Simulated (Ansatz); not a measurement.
# Si₂Ge₂H₁₀: small, medium and large basis sets

How large a basis does Si₂Ge₂H₁₀ need? Two functionals are run in growing sets.

Computed with Ansatz 0.2.0, Gaussian basis. Level: one geometry, several basis sets.

Plan: PBE0-D4/def2-SVP; ωB97M-V/def2-SVP; PBE0-D4/def2-QZVPP; ωB97M-V/def2-QZVPP; the functionals' def2-TZVPP values are taken from earlier runs.

## Step 1: The relaxed structure

The geometry comes from an earlier relaxation with PBE0-D4 in a triple-zeta def2 set; it is a stationary point, not always the lowest conformer.

SMILES `[SiH3][GeH2][SiH2][GeH3]`, 14 atoms, charge 0, spin multiplicity 1.

Atoms are counted from 1 here; the program's logs count them from 0.

Bond lengths: Si1–Ge2 2.379 Å, Si1–H5 1.487 Å, Si1–H6 1.487 Å, Si1–H7 1.487 Å, Ge2–Si3 2.380 Å, Ge2–H8 1.541 Å, Ge2–H9 1.541 Å, Si3–Ge4 2.379 Å, Si3–H10 1.489 Å, Si3–H11 1.489 Å, Ge4–H12 1.538 Å, Ge4–H13 1.538 Å, Ge4–H14 1.538 Å. Angles: Ge2–Si1–H5 109.8°, Ge2–Si1–H6 109.4°, Ge2–Si1–H7 111.1°, H5–Si1–H6 108.7°, H5–Si1–H7 108.9°, H6–Si1–H7 108.9°, Si1–Ge2–Si3 110.2°, Si1–Ge2–H8 110.1°, Si1–Ge2–H9 109.3°, Si3–Ge2–H8 110.4°, Si3–Ge2–H9 109.1°, H8–Ge2–H9 107.7°, Ge2–Si3–Ge4 109.8°, Ge2–Si3–H10 109.1°, Ge2–Si3–H11 110.6°, Ge4–Si3–H10 109.2°, Ge4–Si3–H11 109.8°, H10–Si3–H11 108.3° and more.

## Step 2: PBE0-D4 in def2-SVP

Contents of in.yaml:

```yaml
crystal:
  periodic: [false, false, false]
  atoms:
    - {symbol: Si, position_ang: [-2.032752, 0.523151, 1.180302]}
    - {symbol: Ge, position_ang: [-0.363409, -1.170255, 1.098657]}
    - {symbol: Si, position_ang: [1.618433, -0.321373, 0.090280]}
    - {symbol: Ge, position_ang: [1.109155, 0.591200, -2.046756]}
    - {symbol: H, position_ang: [-1.514054, 1.705314, 1.918134]}
    - {symbol: H, position_ang: [-2.381370, 0.941335, -0.203423]}
    - {symbol: H, position_ang: [-3.261081, 0.032382, 1.859181]}
    - {symbol: H, position_ang: [-0.064047, -1.687968, 2.518595]}
    - {symbol: H, position_ang: [-0.882735, -2.358419, 0.266256]}
    - {symbol: H, position_ang: [2.186242, 0.748624, 0.956257]}
    - {symbol: H, position_ang: [2.637257, -1.398074, -0.050235]}
    - {symbol: H, position_ang: [0.131936, 1.769480, -1.893363]}
    - {symbol: H, position_ang: [2.374582, 1.097684, -2.759264]}
    - {symbol: H, position_ang: [0.441834, -0.473080, -2.934632]}
basis:
  gaussian: {orbitals: def2-SVP}
hamiltonian: {xc: pbe0, dispersion: d4}
output: {orbitals: {seedname: orbitals}}
```

Command:

```sh
$ ansatz run in.yaml --threads 4 --pin off --events-out ev --progress --plain --max-ram 11315MiB
```

Further steps of the session: ωB97M-V in def2-SVP; PBE0-D4 in def2-QZVPP; ωB97M-V in def2-QZVPP.

Before running them: what should the planned runs give, taken together? Wanted: PBE0-D4: double and triple zeta above quadruple; ωB97M-V: double and triple zeta above quadruple.

**Answer**, as computed:

| quantity | value |
| --- | --- |
| PBE0-D4: double and triple zeta above quadruple | 22.78, 2.97 eV |
| ωB97M-V: double and triple zeta above quadruple | 22.77, 2.89 eV |

PBE0-D4 gains 19.81 eV from double to triple zeta, then 2.97 eV more. These are total energies; as a rule much of such shifts cancels in differences, which this series doesn't test. The LUMO of ωB97M-V is positive and keeps falling with the basis (1.82 to 1.12 eV): an unbound level that the basis holds in place.
